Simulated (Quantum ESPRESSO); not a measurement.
**SiO in Quantum ESPRESSO: the effect of target pressure**

The system is SiO.

```xyz
2
Lattice="2.8070 0.0000 0.0000 0.0000 2.8070 0.0000 0.0000 0.0000 2.8070" Properties=species:S:1:pos:R:3 pbc="T T T"
Si    0.0000    0.0000    0.0000
O     1.4035    1.4035    1.4035
```

The cell was built by a generator and needn't be a form met in nature.

Alike in all runs:

```yaml
Program: Quantum ESPRESSO 7.5
Task: phonons
Functional: PBE
Potentials_or_basis: GBRV 1.5 PBE
Cutoff: 612 eV
Density_cutoff: 4898 eV
k_mesh: 6 × 6 × 6, shifted
Occupations: fermi-dirac, width 0.05 eV
Spin: no spin polarisation
```

Each run relaxes the cell or the atoms first.

Task: One run gave: relaxed volume 8.64 Å³/atom; highest phonon frequency -4 cm⁻¹. Which target pressure did it use?
A. 50 GPa
B. 80 GPa
C. 0 GPa
D. 10 GPa
E. 25 GPa

Result: A.

| target pressure | relaxed volume (Å³/atom) | highest phonon frequency (cm⁻¹) |
| --- | --- | --- |
| 0 GPa | 11.09 | 5 |
| 10 GPa | 10.24 | -5 |
| 25 GPa | 9.47 | 3 |
| 50 GPa | 8.64 | -4 |
| 80 GPa | 7.96 | 1 |

Caveats: some runs use coarse meshes; some modes are imaginary; the mesh is thin for the phonons of a metal (some runs); the cell is more than 3 GPa from zero pressure, which shifts response properties (some runs); the volume moved by over 15 % at a fixed basis, so the end points are rough (some runs).
